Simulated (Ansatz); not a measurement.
# C₂H₂BBrS: up Jacob's ladder to CCSD(T)

Aim: compute C₂H₂BBrS with functionals from several rungs and with coupled cluster. The yardstick is the atomisation energy at the CCSD(T) limit.

Method: functionals in def2-TZVPP, the program's frozen cores in correlated methods; program: Ansatz 0.2.0, Gaussian basis.

Plan: LDA (SPW92), PBE-D4, revPBE-D4, BLYP-D4, r2SCAN-D4, B97M-V, PBE0-D4, B3LYP-D4, r2SCANh-D4, r2SCAN0-D4, HSE06-D4, BHLYP-D4, CAM-B3LYP-D4, LC-ωPBE, ωB97X-V, ωB97M-V, B2PLYP, PBE-QIDH; CCSD(T)/def2-SVP; CCSD(T)/def2-TZVPP; MP2/def2-QZVPP; extrapolation to the limit; RPA on PBE.

## (1) The geometry

The geometry comes from an earlier relaxation with PBE0-D4 in a triple-zeta def2 set; it is a stationary point, not always the lowest conformer.

SMILES `S=C=CBBr`, 7 atoms, charge 0, spin multiplicity 1.

Atoms are counted from 1 here; the program's logs count them from 0.

Bond lengths: S1–C2 1.539 Å, C2–C3 1.318 Å, C3–B4 1.513 Å, C3–H6 1.087 Å, B4–Br5 1.913 Å, B4–H7 1.189 Å. Angles: S1–C2–C3 178.4°, C2–C3–B4 118.5°, C2–C3–H6 118.4°, B4–C3–H6 123.0°, C3–B4–Br5 119.7°, C3–B4–H7 122.8°, Br5–B4–H7 117.5°.

Coordinates:

```mol
C2H2BBrS
  3D, bonds by distance, orders not assigned

  7  6  0  0  0  0  0  0  0  0999 V2000
   -0.0923    0.1224    2.8769 S   0  0
   -0.2714    0.2959    1.3584 C   0  0
   -0.3998    0.4182    0.0528 C   0  0
    0.4395   -0.4679   -0.8422 B   0  0
    0.2807   -0.3194   -2.7429 Br  0  0
   -1.1043    1.1516   -0.3317 H   0  0
    1.2088   -1.2687   -0.4170 H   0  0
  1  2  8  0
  2  3  8  0
  3  4  8  0
  4  5  8  0
  3  6  8  0
  4  7  8  0
M  END
```

## (2) LDA

This LDA is Slater exchange with PW92 correlation.

File in.yaml:

```yaml
crystal:
  periodic: [false, false, false]
  atoms:
    - {symbol: S, position_ang: [-0.092338, 0.122415, 2.876935]}
    - {symbol: C, position_ang: [-0.271404, 0.295858, 1.358351]}
    - {symbol: C, position_ang: [-0.399777, 0.418202, 0.052784]}
    - {symbol: B, position_ang: [0.439488, -0.467898, -0.842184]}
    - {symbol: Br, position_ang: [0.280750, -0.319420, -2.742861]}
    - {symbol: H, position_ang: [-1.104338, 1.151620, -0.331677]}
    - {symbol: H, position_ang: [1.208820, -1.268676, -0.417046]}
basis:
  gaussian: {orbitals: def2-TZVPP}
hamiltonian: {xc: lda}
output: {orbitals: {seedname: orbitals}}
```

After this run come: PBE-D4 (GGA); revPBE-D4 (GGA); BLYP-D4 (GGA); r2SCAN-D4 (meta-GGA); B97M-V (meta-GGA); PBE0-D4 (hybrid); B3LYP-D4 (hybrid); r2SCANh-D4 (hybrid); r2SCAN0-D4 (hybrid); HSE06-D4 (hybrid); BHLYP-D4 (hybrid); CAM-B3LYP-D4 (range-separated); LC-ωPBE (range-separated); ωB97X-V (range-separated); ωB97M-V (range-separated); B2PLYP (double hybrid); PBE-QIDH (double hybrid); CCSD(T) in def2-SVP; CCSD(T) in def2-TZVPP; MP2 in def2-QZVPP; RPA on PBE orbitals.

Q: Predict the results of all the runs planned. Wanted: atomisation energy, CCSD(T)/CBS; farthest beyond LDA; mean size of error, GGA; mean size of error, meta-GGA; mean size of error, hybrid; mean size of error, range-separated; mean size of error, double hybrid; gap, smallest and largest; T1 diagnostic.

The runs gave:

```
                               quantity                                                                  value
        atomisation energy, CCSD(T)/CBS                                                          2777.2 kJ/mol
 functionals within 27.8 kJ/mol (1.0 %)  B3LYP-D4, r2SCAN0-D4, CAM-B3LYP-D4, LC-ωPBE, ωB97X-V, ωB97M-V, B2PLYP
                    farthest beyond LDA                                                 PBE-D4 (+153.5 kJ/mol)
                mean size of error, GGA                                                            88.8 kJ/mol
           mean size of error, meta-GGA                                                            67.5 kJ/mol
             mean size of error, hybrid                                                            50.4 kJ/mol
    mean size of error, range-separated                                                            13.3 kJ/mol
      mean size of error, double hybrid                                                            15.6 kJ/mol
              gap, smallest and largest                                   2.84 eV (BLYP-D4), 9.44 eV (LC-ωPBE)
                          T1 diagnostic                                                                 0.0146
triples share of the correlation energy                                                                  4.9 %
```

What this shows: LDA overbinds by 503.7 kJ/mol (18 %). PBE-D4 is off by +153.5 kJ/mol. Double hybrids carry the basis error of their MP2 part in triple zeta, and no dispersion term here, so their miss is partly the set-up's. The rungs range-separated, double hybrid miss on average by less than the doubt on the reference (27.8 kJ/mol), so they tie. Misses under about 27.8 kJ/mol are within the doubt on the reference itself, which lacks core-valence correlation, relativity and higher excitations, and its outer-core shells are covered unevenly. All levels share the lack of spin-orbit coupling, which lowers the free heavy atoms and so the true binding. Hartree-Fock recovers 72 % of the binding; the rest is correlation. CCSD(T) in def2-SVP is off by -130.6 kJ/mol, so the small basis spoils what the method gains. Orbital gaps span 2.8 to 9.4 eV; exact exchange widens them. Correlated methods include outer-core shells of Br, which these sets cover unevenly.
